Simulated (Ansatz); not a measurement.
**C₂H₅Br: small, medium and large basis sets**

One table from this session's results is given with a row withheld; the runs are named, their logs left out.

Program: Ansatz 0.2.0, Gaussian basis. Level of theory: one geometry, several basis sets. These are calculated values, not measurements.

Levels to be run: PBE0-D4/def2-SVP; ωB97M-V/def2-SVP; PBE0-D4/def2-QZVPP; ωB97M-V/def2-QZVPP; the functionals' def2-TZVPP values are taken from earlier runs.

### Structure used throughout

The geometry comes from an earlier relaxation with PBE0-D4 in a triple-zeta def2 set; it is a stationary point, not always the lowest conformer.

SMILES `CCBr`, 8 atoms, charge 0, spin multiplicity 1.

Atoms are counted from 1 here; the program's logs count them from 0.

Bond lengths: C1–C2 1.506 Å, C1–H4 1.095 Å, C1–H5 1.091 Å, C1–H6 1.091 Å, C2–Br3 1.950 Å, C2–H7 1.088 Å, C2–H8 1.088 Å. Angles: C2–C1–H4 109.4°, C2–C1–H5 111.3°, C2–C1–H6 111.3°, H4–C1–H5 108.3°, H4–C1–H6 108.3°, H5–C1–H6 108.3°, C1–C2–Br3 111.6°, C1–C2–H7 112.5°, C1–C2–H8 112.5°, Br3–C2–H7 105.3°, Br3–C2–H8 105.3°, H7–C2–H8 109.2°.

Set-up of the first run:

Input file in.yaml:

```yaml
crystal:
  periodic: [false, false, false]
  atoms:
    - {symbol: C, position_ang: [-0.429120, 0.590081, -0.328783]}
    - {symbol: C, position_ang: [0.243010, -0.639157, 0.222464]}
    - {symbol: Br, position_ang: [1.994545, -0.223395, 0.972442]}
    - {symbol: H, position_ang: [-1.406246, 0.316429, -0.739262]}
    - {symbol: H, position_ang: [0.162855, 1.040427, -1.126707]}
    - {symbol: H, position_ang: [-0.582786, 1.339334, 0.448991]}
    - {symbol: H, position_ang: [0.428789, -1.390337, -0.542539]}
    - {symbol: H, position_ang: [-0.318948, -1.090583, 1.037592]}
basis:
  gaussian: {orbitals: def2-SVP}
hamiltonian: {xc: pbe0, dispersion: d4}
output: {orbitals: {seedname: orbitals}}
```

Among the steps run: PBE0-D4 in def2-SVP; ωB97M-V in def2-SVP; PBE0-D4 in def2-QZVPP; ωB97M-V in def2-QZVPP.

One of the session's tables, all rows but one given; the rest of the session is left out.

It belongs to the step «Functionals by basis». 

| functional | basis | HOMO (eV) | LUMO (eV) |
| --- | --- | --- | --- |
| PBE0-D4 | def2-SVP | -7.67 | 0.44 |
| PBE0-D4 | def2-TZVPP | -7.83 | 0.16 |
| PBE0-D4 | def2-QZVPP | -7.85 | -0.02 |
| ωB97M-V | def2-SVP | -9.93 | 2.58 |
| ωB97M-V | def2-TZVPP | -10.10 | 2.13 |
| ωB97M-V | def2-QZVPP | ? | ? |

Estimate the missing values for ωB97M-V, def2-QZVPP.

As computed: HOMO (eV): -10.12; LUMO (eV): 1.63. In the column «HOMO (eV)» it is the lowest.
